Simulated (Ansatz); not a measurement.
Task: harmonic frequencies at the relaxed geometry of C₂H₂AlCl, SMILES C#[C][AlH][Cl], with the Python package of Ansatz (0.2.0). Give the script and its output. Level of theory (for the species named): B3LYP, cc-pVDZ basis, multiplicity 1.

```xyz
6

C     0.3164    0.8884   -1.6388
C     0.1298    0.3739   -0.5909
Al   -0.1161   -0.5184    1.1033
Cl   -1.1688   -2.3874    1.2332
H     0.3879    1.4148   -2.5995
H     0.4929    0.1646    2.4466
```

The script, `freq.py`:
```python
"""Vibrations of C2H2AlCl."""

import warnings

import ansatz
import numpy as np

GEOMETRY = """
C     0.31640    0.88840   -1.63880
C     0.12980    0.37390   -0.59090
Al   -0.11610   -0.51840    1.10330
Cl   -1.16880   -2.38740    1.23320
H     0.38790    1.41480   -2.59950
H     0.49290    0.16460    2.44660
"""

warnings.simplefilter("ignore", ansatz.DeckWarning)

molecule = ansatz.Crystal.molecule()
for line in GEOMETRY.strip().splitlines():
    symbol, *xyz = line.split()
    molecule = molecule.atom(symbol, [float(v) for v in xyz])

model = (
    molecule.calculation()
    .basis(gaussian="cc-pVDZ")
    .functional("b3lyp")
)
symbols = [site.symbol for site in molecule.cartesian_sites]
start = np.array([site.position_ang for site in molecule.cartesian_sites], dtype=float)
report = model.relax(force_tolerance=0.003, max_steps=100).run(threads=1).report
end = np.array(report["positions_ang"])

print("bond        before    after (A)")
for i, j in [(0, 1), (0, 4), (1, 2), (2, 3), (2, 5)]:
    d0, d1 = (np.linalg.norm(xyz[i] - xyz[j]) for xyz in (start, end))
    print(f"{symbols[i]}{i}-{symbols[j]}{j}".ljust(10), f"{d0:8.4f} {d1:8.4f}")

# same settings at the minimum
minimum = ansatz.Crystal.molecule()
for symbol, xyz in zip(symbols, end):
    minimum = minimum.atom(symbol, xyz.tolist())
vibrating = (
    minimum.calculation()
    .basis(gaussian="cc-pVDZ")
    .functional("b3lyp")
    .phonons(temperatures=(200, 600, 100))
)
vib = vibrating.run(threads=1).report["vibrations"]
sums = vib["harmonic_sums"]
modes = [m["omega_inv_cm"] for m in sums["modes_at_gamma"] if m["rigid_motion"] == "no"]
print("frequencies (1/cm):", " ".join(f"{w:.0f}" for w in modes))
print("imaginary modes:", sum(w < 0 for w in modes), " zero-point energy:", round(sums["zero_point_energy_ev"], 4), "eV")
print("T (K)   F_vib (eV)   S_vib (meV/K)   C_vib (meV/K)")
for row in zip(sums["temperatures_k"], sums["vibrational_free_energy_ev"], vib["entropy_ev_per_k"], vib["heat_capacity_ev_per_k"]):
    print(f"{row[0]:6.1f} {row[1]:11.4f} {1000 * row[2]:13.4f} {1000 * row[3]:15.4f}")

# all hydrogen replaced by deuterium
heavier = vibrating.phonons(masses={"H": 2.014102}).run(threads=1).report["vibrations"]["harmonic_sums"]
print("deuterated (1/cm):", " ".join(f"{m['omega_inv_cm']:.0f}" for m in heavier["modes_at_gamma"] if m["rigid_motion"] == "no"))
print("zero-point energy falls by", round(sums["zero_point_energy_ev"] - heavier["zero_point_energy_ev"], 4), "eV")
```

```console
$ python freq.py
bond        before    after (A)
C0-C1        1.1822   1.2232
C0-H4        1.0978   1.0747
C1-Al2       1.9305   1.9066
Al2-Cl3      2.1490   2.1329
Al2-H5       1.6254   1.5714
frequencies (1/cm): 107 187 280 478 485 604 669 715 747 1964 2115 3454
imaginary modes: 0  zero-point energy: 0.7319 eV
T (K)   F_vib (eV)   S_vib (meV/K)   C_vib (meV/K)
 200.0      0.7119        0.2567          0.3506
 300.0      0.6775        0.4300          0.5040
 400.0      0.6264        0.5894          0.6017
 500.0      0.5603        0.7312          0.6679
 600.0      0.4807        0.8576          0.7176
deuterated (1/cm): 102 169 269 382 456 493 564 590 620 1414 1972 2681
zero-point energy falls by 0.1298 eV
```

Notes:
- The settings weren't tested for convergence.
- The frequencies are harmonic and unscaled, in a modest basis. The result belongs to the one conformer reached from this start, and soft torsions count as harmonic oscillators.
- b3lyp holds the VWN-RPA fit, as in Gaussian; the form of ORCA and Turbomole is b3lyp5.
- Timing: 2.1 min on 1 thread of Arm Neoverse V2 (shared host), peak memory 0.22 GiB.

(A comment or docstring line of the script was reworded after the run, the code is as it ran; lines on the test bed's own set-up are left out of the output.)
